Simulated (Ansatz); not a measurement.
# ClGaHO: the cost of one run

Computed with Ansatz 0.2.0, Gaussian basis. Level: cc-pVDZ, all electrons in the functionals, frozen cores in the correlation of double hybrids and RPA.

To be run: wB97M-V, B2PLYP, RPA-PBE, at charge 0, quartet; charge 0, doublet; charge 0, sextet; charge 1, triplet; charge 1, quintet; displaced geometry v1; displaced geometry v2.

39 further runs of the same task are left out: 10 for a known fault of the program, 14 that didn't finish, 15 set aside as unsound or not needed. Runs told in other sessions of the task aren't counted.

## 1. The geometry

The geometry is a PBE0/def2-TZVP stationary point (not a proven minimum). No spin-orbit coupling is included. The filled d shell of Ga may be among the frozen orbitals whatever the setting's name suggests.

4 atoms, charge 0, spin multiplicity 4.

Atoms are counted from 1 here; the program's logs count them from 0.

Bond lengths: Cl1–Ga3 2.485 Å, O2–Ga3 2.044 Å, Ga3–H4 1.646 Å. Angles: Cl1–Ga3–O2 58.9°, Cl1–Ga3–H4 154.9°, O2–Ga3–H4 96.0°.

No dispersion term is added; wB97M-V holds VV10 nonlocal correlation.

The geometry shown and the zero of energy belong to the point charge 0, quartet. The yardstick, UCCSDT(Q), and other wave-function levels (R restricted, U unrestricted, valence and pair active spaces) come from earlier runs.

## 2. wB97M-V, charge 0, quartet

in.yaml reads:

```yaml
crystal:
  periodic: [false, false, false]
  atoms:
    - {symbol: Cl, position_ang: [0.000000, -0.267554, 1.633067]}
    - {symbol: O, position_ang: [0.000000, 1.510446, 0.238746]}
    - {symbol: Ga, position_ang: [0.000000, -0.217939, -0.851528]}
    - {symbol: H, position_ang: [0.000000, 0.510707, -2.327383]}
basis:
  gaussian: {orbitals: cc-pVDZ}
magnetization: {spin_polarized: true, initial_magnetization: 3}
hamiltonian: {xc: {name: wB97M-V}}
output: {forces: true, orbitals: {seedname: orbitals}}
```

On the command line:

```bash
$ ansatz run in.yaml --threads 1 --pin off --events-out ev --progress --plain --max-ram 2393MiB
```

What time and memory should one allow on 1 thread of INTEL XEON PLATINUM 8581C at 2.30GHz, shared host?

About 13 s, with a peak of 0.32 GiB.
